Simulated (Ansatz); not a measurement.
# Y2AsN: a single-point run

Aim: a sound single-point run of Y2AsN. The structure is shown as the input types it. The cell is built on a prototype (ordering on rocksalt) and needn't be the phase found in nature.

Method: density functional or hybrid calculation with the settings of its input, plane waves (as first typed), in Ansatz 0.2.0.

1 further run of the same task is left out (for a known fault of the program).

## 1. Starting point

It takes space group R-3m (No. 166, trigonal). The conventional cell has a = 3.737 Å, b = 3.737 Å, c = 19.027 Å, α = 90.00°, β = 90.00°, γ = 120.00°. N (site symmetry -3m) is surrounded by 6 Y at 2.54 Å. As (site symmetry -3m) is surrounded by 6 Y at 2.82 Å. Y (site symmetry 3m) is surrounded by 3 N at 2.54 Å and 3 As at 2.82 Å.

Coordinates:

```
N As Y
1.0
     1.86835    1.07869    6.34231
    -1.86835    1.07869    6.34231
     0.00000   -2.15738    6.34231
N As Y
1 1 2
Direct
  0.00000 0.00000 0.00000
  0.50000 0.50000 0.50000
  0.26251 0.26251 0.26251
  0.73749 0.73749 0.73749
```

## 2. The calculation

Input file input.yaml:

```yaml
crystal:
  lattice:
    - [1.8683493353, 1.0786919917, 6.3423112172]
    - [-1.8683493353, 1.0786919917, 6.3423112172]
    - [0.0, -2.1573839834, 6.3423112172]
  atoms:
    - { symbol: "N", position: [1.0, 0.0, 0.0] }
    - { symbol: As, position: [0.5, 0.5, 0.5] }
    - { symbol: "Y", position: [0.2625107609, 0.2625107609, 0.2625107609] }
    - { symbol: "Y", position: [0.7374892391, 0.7374892391, 0.7374892391] }
kpoints:
  mp_grid: { grid: [6, 6, 6] }
hamiltonian:
  xc: r2scan
scf:
  occupations: { method: fermi_dirac, width: 0.02 }
  n_extra_bands: 5
  max_iter: 87
output:
  forces: true
  stress: true
  eigenvalues: true
basis:
  ecutwfc: 160
```

Run with:

```bash
ansatz run input.yaml --threads 4 --pin off --max-ram 3686MiB --backend cpu --events-out ev --progress --plain --runs-dir out
```

Q: Will this input give a usable result? If not, why, and what should change?

The run converged and reported no error, with warnings (cutoff below recommended). Its log warns: «basis.ecutwfc = 160 eV is below the records' recommended 500 eV ...»

The suspect setting: basis.ecutwfc is 160. The basis cutoff is far too low: the plane waves can't represent the orbitals near the cores. The potentials' recommended cutoff is 500 eV.

The test: delete basis.ecutwfc (the default then holds).
